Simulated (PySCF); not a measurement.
**PdSe₂⁺: structure of the doublet**

Where does doublet PdSe₂⁺ go from a end-on start, is the end point a minimum, and what are its modes, charges and moments?

The runs use PySCF 2.14.0; PBE, basis Pd def2-SVP with ECP28, Se def2-SVP, scalar-relativistic core potentials, no spin–orbit coupling, density fitting.

### 1 The starting structure

3 atoms, charge 1, spin multiplicity 2.

Bond lengths: Pd1–Se2 2.431 Å, Se2–Se3 2.348 Å. Angles: Pd1–Se2–Se3 119.9°.

```xyz
3
charge 1 multiplicity 2
Pd    0.0000    0.0000    0.0000
Se    0.0000    0.0000    2.4308
Se    2.0358    0.0000    3.6008
```

### 2 Finding the electronic state

The steps below are one call of a driver around PySCF. For each, scf.py gives the equivalent set-up of the SCF; relaxations use the driver's own optimiser. After this first run the driver tries any further starts and a stability analysis.

Contents of scf.py:

```python
from pyscf import gto, scf, dft
mol = gto.M(atom='''
Pd     0.000000     0.000000     0.000000
Se     0.000000     0.000000     2.430800
Se     2.035800     0.000000     3.600800''',
    basis={'Pd': 'def2-SVP', 'Se': 'def2-SVP'},
    ecp={'Pd': 'def2-SVP'},
    charge=1, spin=1)
mf = dft.UKS(mol, xc='PBE')
mf.grids.atom_grid = (50, 194)
aux = {'Pd': 'def2-universal-JKFIT', 'Se': 'def2-universal-JKFIT'}
mf = mf.density_fit(auxbasis=aux)
mf.conv_tol = 1e-08
mf.diis_space = 10
mf.max_cycle = 60
mf.init_guess = 'minao'
mf.verbose = 4
mf.kernel()
```

Launch:

```console
$ OMP_NUM_THREADS=2 python axn.py task.json out
```

Further steps of the session: Relaxing the doublet from the end-on start; Vibrations and properties at this point.

Before running it: what results should come out? Wanted: minimum; geometry; wavenumbers; dipole moment; highest occupied, lowest empty level; polar-tensor charge of Pd1; zero-point energy; ⟨S²⟩.

**Answer**, as computed:

```
                                          quantity                                          value
                                           minimum                                    doublet, Cs
                                          geometry  Pd–Se 2.286 Å, Se–Se 2.189 Å; Pd–Se–Se 106.6°
                                wavenumbers (cm⁻¹)                    52 (a'), 260 (a'), 370 (a')
                    dipole moment (centre of mass)                                         1.05 D
highest occupied, lowest empty level (either spin)                              -10.84, -10.75 eV
                        polar-tensor charge of Pd1                                        +0.43 e
                                 zero-point energy                                     4.1 kJ/mol
                               entropy at 298.15 K                                336.8 J/(mol K)
                                              ⟨S²⟩                                          0.755
```

**Reading.** The molecule stays Cs, as typed, and the end point is a minimum. The strongest infrared band lies at 370 cm⁻¹ (a'). Other starts or spin states, not run here, may lie lower. Open d and f shells are described by one determinant, and the ground state may have another occupation or spin.
